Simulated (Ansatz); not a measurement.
# FeCo3: properties at the relaxed cell

Aim: for FeCo3, measure the bulk modulus from energies at several volumes.

Method: DFT PBEsol, scalar-relativistic, plane waves, PAW, in Ansatz 0.2.0.

1 further run of the same task is left out (set aside as unsound or not needed).

## Step 1: Starting point

It takes space group P4/mmm (No. 123, tetragonal). The conventional cell has a = 2.459 Å, b = 2.459 Å, c = 7.025 Å, α = 90.00°, β = 90.00°, γ = 90.00°. Around Fe (site symmetry 4/mmm) lie 4 Fe at 2.46 Å and 8 Co at 2.50 Å. Around Co (site symmetry 4mm) lie 8 Co at 2.44 to 2.46 Å and 4 Fe at 2.50 Å. Around Co (site symmetry 4/mmm) lie 12 Co at 2.44 to 2.46 Å.

Coordinates:

```
CELL_PARAMETERS angstrom
2.45908 0.00000 0.00000
0.00000 2.45908 0.00000
0.00000 0.00000 7.02537
ATOMIC_POSITIONS crystal
Fe 0.00000 0.00000 0.00000
Co 0.50000 0.50000 0.74339
Co 0.00000 0.00000 0.50000
Co 0.50000 0.50000 0.25661
```

It goes back to an entry of the Materials Project, which need not be the stable form.

This cell was relaxed beforehand with the same method: volume 10.62 Å³/atom, gap on the mesh none (metal), site moments up to 2.4 μB.

## Step 2: The cell scaled to 0.97 of its volume

Contents of input.yaml:

```yaml
crystal:
  lattice:
    - [2.4342378743, 0.0, 0.0]
    - [0.0, 2.4342378743, 0.0]
    - [0.0, 0.0, 6.95440497]
  atoms:
    - { symbol: Fe, position: [0.0, 0.0, 0.0], spin: 2.67 }
    - { symbol: Co, position: [0.5, 0.5, 0.743390032], spin: 1.82 }
    - { symbol: Co, position: [0.0, 0.0, 0.5], spin: 1.88 }
    - { symbol: Co, position: [0.5, 0.5, 0.256609968], spin: 1.82 }
basis:
  ecutwfc: 420
kpoints:
  mp_grid: { grid: [16, 16, 6] }
hamiltonian:
  xc: pbesol
scf:
  occupations: { method: gaussian, width: 0.1 }
output:
  forces: true
  stress: true
  eigenvalues: true
  populations: true
magnetization:
  spin_polarized: true
relax:
  adjacent_minimum: "off"
  f_tol: 0.01
  max_steps: 30
  cell: { stress_tol: 0.1, fix: [volume] }
```

Run with:

```bash
$ ansatz run input.yaml --threads 1 --pin off --max-ram 2560MiB --backend cpu --events-out ev --progress --plain --runs-dir out
```

## Step 3: The cell scaled to 1.03 of its volume

Edit input.yaml of step 2 so:

```diff
@@ -2,5 +2,5 @@
   lattice:
-    - [2.4342378743, 0.0, 0.0]
-    - [0.0, 2.4342378743, 0.0]
-    - [0.0, 0.0, 6.95440497]
+    - [2.4834276499, 0.0, 0.0]
+    - [0.0, 2.4834276499, 0.0]
+    - [0.0, 0.0, 7.094935862]
   atoms:
```

## Step 4: Volume × 0.94

Contents of input.yaml:

```yaml
crystal:
  lattice:
    - [2.4090788828, 0.0, 0.0]
    - [0.0, 2.4090788828, 0.0]
    - [0.0, 0.0, 6.8808182335]
  atoms:
    - { symbol: Fe, position: [0.0, 0.0, 0.0], spin: 2.67 }
    - { symbol: Co, position: [0.5, 0.5, 0.744082107], spin: 1.82 }
    - { symbol: Co, position: [0.0, 0.0, 0.5], spin: 1.88 }
    - { symbol: Co, position: [0.5, 0.5, 0.255917893], spin: 1.82 }
basis:
  ecutwfc: 420
kpoints:
  mp_grid: { grid: [16, 16, 6] }
hamiltonian:
  xc: pbesol
scf:
  occupations: { method: gaussian, width: 0.1 }
output:
  forces: true
  stress: true
  eigenvalues: true
  populations: true
magnetization:
  spin_polarized: true
relax:
  adjacent_minimum: "off"
  f_tol: 0.01
  max_steps: 30
  cell: { stress_tol: 0.1, fix: [volume] }
```

## Step 5: The cell scaled to 1.06 of its volume

Contents of input.yaml:

```yaml
crystal:
  lattice:
    - [2.5069868414, 0.0, 0.0]
    - [0.0, 2.5069868414, 0.0]
    - [0.0, 0.0, 7.1649972779]
  atoms:
    - { symbol: Fe, position: [0.0, 0.0, 0.0], spin: 2.67 }
    - { symbol: Co, position: [0.5, 0.5, 0.7426542946], spin: 1.82 }
    - { symbol: Co, position: [0.0, 0.0, 0.5], spin: 1.88 }
    - { symbol: Co, position: [0.5, 0.5, 0.2573457054], spin: 1.82 }
basis:
  ecutwfc: 420
kpoints:
  mp_grid: { grid: [16, 16, 6] }
hamiltonian:
  xc: pbesol
scf:
  occupations: { method: gaussian, width: 0.1 }
output:
  forces: true
  stress: true
  eigenvalues: true
  populations: true
magnetization:
  spin_polarized: true
relax:
  adjacent_minimum: "off"
  f_tol: 0.01
  max_steps: 30
  cell: { stress_tol: 0.1, fix: [volume] }
```

## Step 6: The cell scaled to 0.91 of its volume

Contents of input.yaml:

```yaml
crystal:
  lattice:
    - [2.383618864, 0.0, 0.0]
    - [0.0, 2.383618864, 0.0]
    - [0.0, 0.0, 6.8042778281]
  atoms:
    - { symbol: Fe, position: [0.0, 0.0, 0.0], spin: 2.67 }
    - { symbol: Co, position: [0.5, 0.5, 0.7448687791], spin: 1.82 }
    - { symbol: Co, position: [0.0, 0.0, 0.5], spin: 1.88 }
    - { symbol: Co, position: [0.5, 0.5, 0.2551312209], spin: 1.82 }
basis:
  ecutwfc: 420
kpoints:
  mp_grid: { grid: [16, 16, 6] }
hamiltonian:
  xc: pbesol
scf:
  occupations: { method: gaussian, width: 0.1 }
output:
  forces: true
  stress: true
  eigenvalues: true
  populations: true
magnetization:
  spin_polarized: true
relax:
  adjacent_minimum: "off"
  f_tol: 0.01
  max_steps: 30
  cell: { stress_tol: 0.1, fix: [volume] }
```

## Step 7: The cell scaled to 1.10 of its volume

Contents of input.yaml:

```yaml
crystal:
  lattice:
    - [2.5378855725, 0.0, 0.0]
    - [0.0, 2.5378855725, 0.0]
    - [0.0, 0.0, 7.2554254631]
  atoms:
    - { symbol: Fe, position: [0.0, 0.0, 0.0], spin: 2.67 }
    - { symbol: Co, position: [0.5, 0.5, 0.7418440098], spin: 1.82 }
    - { symbol: Co, position: [0.0, 0.0, 0.5], spin: 1.88 }
    - { symbol: Co, position: [0.5, 0.5, 0.2581559902], spin: 1.82 }
basis:
  ecutwfc: 420
kpoints:
  mp_grid: { grid: [16, 16, 6] }
hamiltonian:
  xc: pbesol
scf:
  occupations: { method: gaussian, width: 0.1 }
output:
  forces: true
  stress: true
  eigenvalues: true
  populations: true
magnetization:
  spin_polarized: true
relax:
  adjacent_minimum: "off"
  f_tol: 0.01
  max_steps: 30
  cell: { stress_tol: 0.1, fix: [volume] }
```

## Step 8: Volume × 0.88

Contents of input.yaml:

```yaml
crystal:
  lattice:
    - [2.3607500125, 0.0, 0.0]
    - [0.0, 2.3607500125, 0.0]
    - [0.0, 0.0, 6.708060089]
  atoms:
    - { symbol: Fe, position: [0.0, 0.0, 0.0], spin: 2.67 }
    - { symbol: Co, position: [0.5, 0.5, 0.7464180517], spin: 1.82 }
    - { symbol: Co, position: [0.0, 0.0, 0.5], spin: 1.88 }
    - { symbol: Co, position: [0.5, 0.5, 0.2535819483], spin: 1.82 }
basis:
  ecutwfc: 420
kpoints:
  mp_grid: { grid: [16, 16, 6] }
hamiltonian:
  xc: pbesol
scf:
  occupations: { method: gaussian, width: 0.1 }
output:
  forces: true
  stress: true
  eigenvalues: true
  populations: true
magnetization:
  spin_polarized: true
relax:
  adjacent_minimum: "off"
  f_tol: 0.01
  max_steps: 30
  cell: { stress_tol: 0.1, fix: [volume] }
```

(Steps that only read results are left out.)

What does the calculation give? Wanted: equation of state.

As calculated:

| quantity | value |
| --- | --- |
| equation of state | no sound fit |

What this shows: The points do not lie on one smooth curve (fit error 3.54 meV/atom, B' = -3.0), which a change of structure or of magnetic state along the way can cause; no modulus is quoted.
